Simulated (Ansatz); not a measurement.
# Molecular dynamics of Li

input.yaml

```yaml
accuracy: low
crystal:
  lattice:
    - [7.094447, 0.0, 0.0]
    - [0.0, 7.094447, 0.0]
    - [0.0, 0.0, 7.094447]
  atoms:
    - { symbol: Li, position: [-0.03957938, 0.06326425, 0.06651883] }
    - { symbol: Li, position: [0.44155087, 0.0195647, -0.16026208] }
    - { symbol: Li, position: [-0.03559384, 0.63132689, -0.00529589] }
    - { symbol: Li, position: [0.0514239, 0.04920398, 0.41621433] }
    - { symbol: Li, position: [0.16218183, 0.38079493, 0.27960252] }
    - { symbol: Li, position: [0.47734494, 0.58505894, 0.04746774] }
    - { symbol: Li, position: [0.53836737, 0.0737615, 0.48553558] }
    - { symbol: Li, position: [0.71431497, 0.330139, 0.27234605] }
    - { symbol: Li, position: [-0.06158239, 0.61524012, 0.43052157] }
    - { symbol: Li, position: [0.21960231, 0.76681763, 0.23484811] }
    - { symbol: Li, position: [0.15168493, 0.32848447, 0.7826739] }
    - { symbol: Li, position: [0.44373284, 0.48105045, 0.58307353] }
    - { symbol: Li, position: [0.6683316, 0.77140195, 0.23902233] }
    - { symbol: Li, position: [0.80020898, 0.35798865, 0.70544986] }
    - { symbol: Li, position: [0.2147877, 0.82621602, 0.71127572] }
    - { symbol: Li, position: [0.81471002, 0.84298041, 0.70686743] }
basis:
  ecutwfc: 420.0
kpoints:
  mp_grid: { grid: [3, 3, 3] }
hamiltonian:
  xc: lda
scf:
  occupations: { method: fermi_dirac, width: 0.16 }
  lower_state_search: "off"
md:
  timestep: 1
  n_steps: 120
  ensemble: nvt_langevin
  temperature: 1440.0
  initial_velocities: maxwell_boltzmann
  seed: 174747
  friction: 0.02
  temperature_schedule:
    - { n_steps: 90, end_temperature: 300.0 }
    - { n_steps: 30, end_temperature: 300.0 }
```

Command:

```bash
$ ansatz run input.yaml --threads 1 --pin off --max-ram 3072MiB --backend cpu --events-out ev --progress --plain --runs-dir out
```

It goes on from the last frame of an earlier run, with new velocities.

Output, in part (one step line in 3):

```
md step     0: t =     0.00 fs  T =  1350.0 K (target 1440.0 K)  F+E_penalty+E_count = -3223.98699087 eV  E_kin = 2.792016 eV  (8 SCF iters)
md step     3: t =     3.00 fs  T =  1398.2 K (target 1408.3 K)  F+E_penalty+E_count = -3223.85327504 eV  E_kin = 2.891795 eV  (6 SCF iters)
md step     6: t =     6.00 fs  T =  1301.7 K (target 1370.3 K)  F+E_penalty+E_count = -3223.74444419 eV  E_kin = 2.692157 eV  (5 SCF iters)
md step     9: t =     9.00 fs  T =  1013.9 K (target 1332.3 K)  F+E_penalty+E_count = -3223.65859873 eV  E_kin = 2.096873 eV  (5 SCF iters)
md step    12: t =    12.00 fs  T =   792.3 K (target 1294.3 K)  F+E_penalty+E_count = -3223.63912084 eV  E_kin = 1.638647 eV  (5 SCF iters)
md step    15: t =    15.00 fs  T =   713.9 K (target 1256.3 K)  F+E_penalty+E_count = -3223.66620095 eV  E_kin = 1.476543 eV  (5 SCF iters)
md step    18: t =    18.00 fs  T =   823.4 K (target 1218.3 K)  F+E_penalty+E_count = -3223.79880830 eV  E_kin = 1.703004 eV  (5 SCF iters)
md step    21: t =    21.00 fs  T =   907.5 K (target 1180.3 K)  F+E_penalty+E_count = -3223.97988483 eV  E_kin = 1.876867 eV  (5 SCF iters)
md step    24: t =    24.00 fs  T =  1153.4 K (target 1142.3 K)  F+E_penalty+E_count = -3224.16359979 eV  E_kin = 2.385402 eV  (5 SCF iters)
md step    27: t =    27.00 fs  T =  1234.3 K (target 1104.3 K)  F+E_penalty+E_count = -3224.30681502 eV  E_kin = 2.552695 eV  (5 SCF iters)
md step    30: t =    30.00 fs  T =  1184.5 K (target 1066.3 K)  F+E_penalty+E_count = -3224.39744865 eV  E_kin = 2.449694 eV  (6 SCF iters)
md step    33: t =    33.00 fs  T =  1042.2 K (target 1028.3 K)  F+E_penalty+E_count = -3224.46961884 eV  E_kin = 2.155379 eV  (5 SCF iters)
md step    36: t =    36.00 fs  T =  1116.2 K (target 990.3 K)  F+E_penalty+E_count = -3224.50312228 eV  E_kin = 2.308411 eV  (5 SCF iters)
md step    39: t =    39.00 fs  T =   996.7 K (target 952.3 K)  F+E_penalty+E_count = -3224.46536758 eV  E_kin = 2.061325 eV  (5 SCF iters)
md step    42: t =    42.00 fs  T =   919.9 K (target 914.3 K)  F+E_penalty+E_count = -3224.41680432 eV  E_kin = 1.902422 eV  (4 SCF iters)
md step    45: t =    45.00 fs  T =   869.8 K (target 876.3 K)  F+E_penalty+E_count = -3224.38170430 eV  E_kin = 1.798962 eV  (5 SCF iters)
md step    48: t =    48.00 fs  T =   883.5 K (target 838.3 K)  F+E_penalty+E_count = -3224.32598677 eV  E_kin = 1.827134 eV  (4 SCF iters)
md step    51: t =    51.00 fs  T =   862.7 K (target 800.3 K)  F+E_penalty+E_count = -3224.27970204 eV  E_kin = 1.784130 eV  (5 SCF iters)
md step    54: t =    54.00 fs  T =   855.9 K (target 762.3 K)  F+E_penalty+E_count = -3224.28117362 eV  E_kin = 1.770241 eV  (5 SCF iters)
md step    57: t =    57.00 fs  T =   765.9 K (target 724.3 K)  F+E_penalty+E_count = -3224.30517856 eV  E_kin = 1.584030 eV  (5 SCF iters)
md step    60: t =    60.00 fs  T =   729.6 K (target 686.3 K)  F+E_penalty+E_count = -3224.33514616 eV  E_kin = 1.509026 eV  (6 SCF iters)
md step    63: t =    63.00 fs  T =   816.1 K (target 648.3 K)  F+E_penalty+E_count = -3224.34112853 eV  E_kin = 1.687796 eV  (5 SCF iters)
md step    66: t =    66.00 fs  T =   815.9 K (target 610.3 K)  F+E_penalty+E_count = -3224.29609457 eV  E_kin = 1.687426 eV  (5 SCF iters)
md step    69: t =    69.00 fs  T =   742.9 K (target 572.3 K)  F+E_penalty+E_count = -3224.23193278 eV  E_kin = 1.536368 eV  (5 SCF iters)
md step    72: t =    72.00 fs  T =   689.9 K (target 534.3 K)  F+E_penalty+E_count = -3224.19466893 eV  E_kin = 1.426864 eV  (4 SCF iters)
md step    75: t =    75.00 fs  T =   688.0 K (target 496.3 K)  F+E_penalty+E_count = -3224.18266374 eV  E_kin = 1.422955 eV  (5 SCF iters)
md step    78: t =    78.00 fs  T =   763.8 K (target 458.3 K)  F+E_penalty+E_count = -3224.20014940 eV  E_kin = 1.579615 eV  (4 SCF iters)
md step    81: t =    81.00 fs  T =   774.6 K (target 420.3 K)  F+E_penalty+E_count = -3224.25320288 eV  E_kin = 1.602026 eV  (4 SCF iters)
md step    84: t =    84.00 fs  T =   798.1 K (target 382.3 K)  F+E_penalty+E_count = -3224.36438888 eV  E_kin = 1.650569 eV  (5 SCF iters)
md step    87: t =    87.00 fs  T =   815.3 K (target 344.3 K)  F+E_penalty+E_count = -3224.48601663 eV  E_kin = 1.686075 eV  (5 SCF iters)
md step    90: t =    90.00 fs  T =   901.2 K (target 306.3 K)  F+E_penalty+E_count = -3224.60345182 eV  E_kin = 1.863819 eV  (6 SCF iters)
md step    93: t =    93.00 fs  T =   844.9 K (target 300.0 K)  F+E_penalty+E_count = -3224.69752436 eV  E_kin = 1.747433 eV  (4 SCF iters)
md step    96: t =    96.00 fs  T =   787.0 K (target 300.0 K)  F+E_penalty+E_count = -3224.76910616 eV  E_kin = 1.627663 eV  (4 SCF iters)
md step    99: t =    99.00 fs  T =   799.6 K (target 300.0 K)  F+E_penalty+E_count = -3224.82427782 eV  E_kin = 1.653599 eV  (4 SCF iters)
md step   102: t =   102.00 fs  T =   696.4 K (target 300.0 K)  F+E_penalty+E_count = -3224.87702997 eV  E_kin = 1.440168 eV  (4 SCF iters)
md step   105: t =   105.00 fs  T =   674.3 K (target 300.0 K)  F+E_penalty+E_count = -3224.91978126 eV  E_kin = 1.394620 eV  (4 SCF iters)
md step   108: t =   108.00 fs  T =   566.3 K (target 300.0 K)  F+E_penalty+E_count = -3224.95387387 eV  E_kin = 1.171139 eV  (4 SCF iters)
md step   111: t =   111.00 fs  T =   592.4 K (target 300.0 K)  F+E_penalty+E_count = -3225.00926791 eV  E_kin = 1.225117 eV  (4 SCF iters)
md step   114: t =   114.00 fs  T =   615.5 K (target 300.0 K)  F+E_penalty+E_count = -3225.06751310 eV  E_kin = 1.272916 eV  (5 SCF iters)
md step   117: t =   117.00 fs  T =   517.9 K (target 300.0 K)  F+E_penalty+E_count = -3225.10901371 eV  E_kin = 1.071068 eV  (4 SCF iters)
md step   120: t =   120.00 fs  T =   446.9 K (target 300.0 K)  F+E_penalty+E_count = -3225.13397713 eV  E_kin = 0.924330 eV  (5 SCF iters)
```

All steps were run. The schedule's set-point averaged 397 K over the second half and the system 724 K, so it lags behind the ramp. A run of 0.12 ps of so small a system gives no equilibrium averages. Limits of this set-up: coarse k mesh, low accuracy level.

Mean squared displacements from the first frame to the last, about the centre of mass: Li 0.63 Å².

Last frame:

```xyz
16
Lattice="7.0944 0.0000 0.0000 0.0000 7.0944 0.0000 0.0000 0.0000 7.0944" Properties=species:S:1:pos:R:3
Li -0.354 0.825 0.273
Li 3.547 1.013 -0.487
Li 0.452 3.898 0.294
Li 0.163 0.535 3.280
Li 1.925 2.201 1.778
Li 3.441 3.931 -0.063
Li 4.163 0.865 3.663
Li 5.059 2.728 1.787
Li -0.201 4.402 3.084
Li 2.028 6.568 1.574
Li 1.615 3.029 4.493
Li 3.432 4.276 3.096
Li 4.969 6.136 1.441
Li 5.630 2.629 5.503
Li 1.497 5.925 5.364
Li 5.454 5.454 5.890
```

The run took 21 min on 1 thread of Arm Neoverse V1 (shared host), peak memory 0.71 GiB.
